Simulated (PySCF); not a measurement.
**From one method to the next for IF3**

Aim: see what other levels and later steps give for IF3.

Computed with PySCF 2.14.0. Level: method and basis as typed in the scripts.

3 further runs of the same task are left out: 1 for a known fault of the program, 2 that didn't finish.

## Step 1: The system as given

IF3: 4 atoms, charge 0, spin multiplicity 1.

Bond lengths: I1–F2 1.934 Å, I1–F3 1.859 Å, I1–F4 1.934 Å. Angles: F2–I1–F3 83.7°, F2–I1–F4 167.4°, F3–I1–F4 83.7°.

## Step 2: Base script

input.py reads:

```python
from pyscf import gto, dft

mol = gto.M(
    atom='I 0.1158 -0.2031 0; F 1.6806 0.934 0; F -0.8053 1.4122 0; F -1.6597 -0.9706 0',
    basis='lanl2dz',
    ecp={'I': 'lanl2dz'},
    charge=0,
    spin=0,
    verbose=3,
)
mf = dft.UKS(mol, xc='camb3lyp')
mf.kernel()
mf.dip_moment()
print('orbital energies (hartree):', [e[max(0, n-3):n+3].round(4) for e, n in zip(mf.mo_energy, mol.nelec)])
```

On the command line:

```sh
$ OMP_NUM_THREADS=1 python input.py
```

## Step 3: Hse06

Run 1 changes functional: camb3lyp → hse06.

Changes to input.py since step 2:

```diff
@@ -10,3 +10,3 @@
 )
-mf = dft.UKS(mol, xc='camb3lyp')
+mf = dft.UKS(mol, xc='hse06')
 mf.kernel()
```

## Step 4: NEVPT2 (ROHF)

Run 2 changes step after the SCF: none → nevpt2; SCF type: UKS → ROHF; functional: camb3lyp → none (Hartree–Fock); active space: none → 6 electrons in 4 orbitals.

input.py reads:

```python
from pyscf import gto, scf, mcscf, mrpt

mol = gto.M(
    atom='I 0.1158 -0.2031 0; F 1.6806 0.934 0; F -0.8053 1.4122 0; F -1.6597 -0.9706 0',
    basis='lanl2dz',
    ecp={'I': 'lanl2dz'},
    charge=0,
    spin=0,
    verbose=3,
)
mf = scf.ROHF(mol)
mf.kernel()
mc = mcscf.CASSCF(mf, 4, 6)
mc.kernel()
mc.analyze()
mrpt.NEVPT(mc).kernel()
mf.dip_moment()
print('orbital energies (hartree):', mf.mo_energy[..., max(0, mol.nelec[1]-3):mol.nelec[0]+3].round(4))
```

## Step 5: MP2 (UHF)

Run 3 changes step after the SCF: none → mp2; SCF type: UKS → UHF; functional: camb3lyp → none (Hartree–Fock).

Changes to input.py since step 2:

```diff
@@ -1,2 +1,2 @@
-from pyscf import gto, dft
+from pyscf import gto, scf, mp
 
@@ -10,4 +10,5 @@
 )
-mf = dft.UKS(mol, xc='camb3lyp')
+mf = scf.UHF(mol)
 mf.kernel()
+mp.MP2(mf).kernel()
 mf.dip_moment()
```

## Step 6: Population analysis

Run 4 changes step after the SCF: none → analyze.

Changes to input.py since step 2:

```diff
@@ -12,2 +12,3 @@
 mf.kernel()
+mf.mulliken_pop()
 mf.dip_moment()
```

Q: Predict the outcome of this session. Wanted: for each run, E(SCF); from base; SCF dipole; after the SCF.

The runs gave:

```csv
run,E(SCF) (hartree),from base (eV),SCF dipole (D),after the SCF
base,-310.706230,0,3.11,n/a
hse06,-310.545040,not comparable,3.01,n/a
NEVPT2 (ROHF),-309.312965,not comparable,3.40,"NEVPT2 correlation -10.984 eV (from the SCF energy, the CASSCF gain included)"
MP2 (UHF),-309.312965,not comparable,3.40,MP2 correlation -11.396 eV
population analysis,-310.706230,0.0000,3.11,n/a
```

In words: Total energies of different functionals can't be compared with each other; differences within one functional can. The dearest run is “NEVPT2 (ROHF)”, at 32 s against 6.4 s.
